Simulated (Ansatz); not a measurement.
# GeNH2 (quartet): from a generated start to a stationary point

Aim: relax a generated start of GeNH2 (quartet) and see which bonds hold.

The runs use Ansatz 0.2.0, Gaussian basis; UKS PBE0/def2-TZVP.

## (1) Where the work starts

4 atoms, charge 0, spin multiplicity 4.

Atoms are counted from 1 here; the program's logs count them from 0.

Bond lengths: Ge1–N2 2.099 Å, N2–H3 1.003 Å, N2–H4 1.003 Å. Angles: Ge1–N2–H3 121.6°, Ge1–N2–H4 121.6°, H3–N2–H4 116.8°.

As a file:

```xyz
4
charge 0, multiplicity 4
Ge   -0.3912    0.0003    0.0000
N     1.7073   -0.0015    0.0000
H     2.2340    0.8526   -0.0083
H     2.2326   -0.8565    0.0082
```

The start was built by rule and, where that kept it together, relaxed with GFN2-xTB. Sticks and bond lists go by distance. No spin-orbit coupling is included. 

## (2) Relaxation

Contents of in.yaml:

```yaml
crystal:
  periodic: [false, false, false]
  atoms:
    - {symbol: Ge, position_ang: [-0.391193, 0.000339, 0.000009]}
    - {symbol: N, position_ang: [1.707338, -0.001480, -0.000041]}
    - {symbol: H, position_ang: [2.234041, 0.852589, -0.008289]}
    - {symbol: H, position_ang: [2.232559, -0.856461, 0.008182]}
basis:
  gaussian: {orbitals: def2-TZVP}
magnetization: {spin_polarized: true, initial_magnetization: 3}
hamiltonian: {xc: pbe0}
relax: {f_tol: 0.004, max_steps: 80}
```

Command:

```bash
$ ansatz run in.yaml --threads 1 --pin off --events-out ev --progress --plain --max-ram 1740MiB
```

Before running it: what results should come out? Wanted: energy gained; shift from the start; total energy; dipole moment; ⟨S²⟩.

The runs gave:

```
                  quantity           value
                     steps               5
             energy gained        0.154 eV
shift from the start (rms)         0.118 Å
              total energy  -58028.6441 eV
             dipole moment          4.55 D
                      ⟨S²⟩           3.760
```

In words: The bonds of the start are those of the end. Ge1–N2 went from 2.099 to 2.315 Å. No vibrations were run, so this is a stationary point, not a proven minimum, and this spin need not be the ground state's.
